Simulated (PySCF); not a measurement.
# C4H12Te (TeMe4): the cost of one run

Programs: PySCF 2.14.0, with routines of our own; each step states its level. All values are computed. Atoms count from 0.

## (1) The system as given

17 atoms, charge 0, multiplicity 1; geometry from: GFN2-xTB.

## (2) Geometry optimisation at PBE0-D3(BJ)/def2-SVP

The job: settings as JSON, then the geometry in Å.

```
{"job": {"xc": "PBE0", "basis": "def2-SVP", "d3": "d3bj", "grid": 1, "maxiter": 30, "shake": 0.03, "kind": "geom"}, "charge": 0, "multiplicity": 1}
Te    -0.484440    -0.789680     0.023160
C     -0.295050    -0.374280     2.266280
H     -1.295240    -0.183490     2.734390
H      0.466000     0.502250     2.459760
H      0.158110    -1.249560     2.724900
C     -0.328860    -0.394910    -2.270190
H      0.354990     0.434600    -2.489740
H     -1.236100    -0.215760    -2.751600
H      0.109920    -1.274240    -2.678180
C      1.593690    -0.755150     0.028130
H      1.934100    -1.213080    -0.888610
H      1.978860    -1.292630     0.879750
H      1.867840     0.307460     0.024610
C     -1.184370     1.360700     0.013930
H     -0.247450     1.923880    -0.034460
H     -1.696320     1.625120     0.911610
H     -1.724210     1.588190    -0.893470
```

Run with:

```console
> OMP_NUM_THREADS=1 python heavy_run.py task.json out
```

One launch serves the whole session: the jobs run in the order shown.

**Question.** How long does this first job take on 1 thread of Intel Xeon Platinum 8488C, shared host, and how much memory does it need?

About 95 s, with a peak of 0.58 GiB.
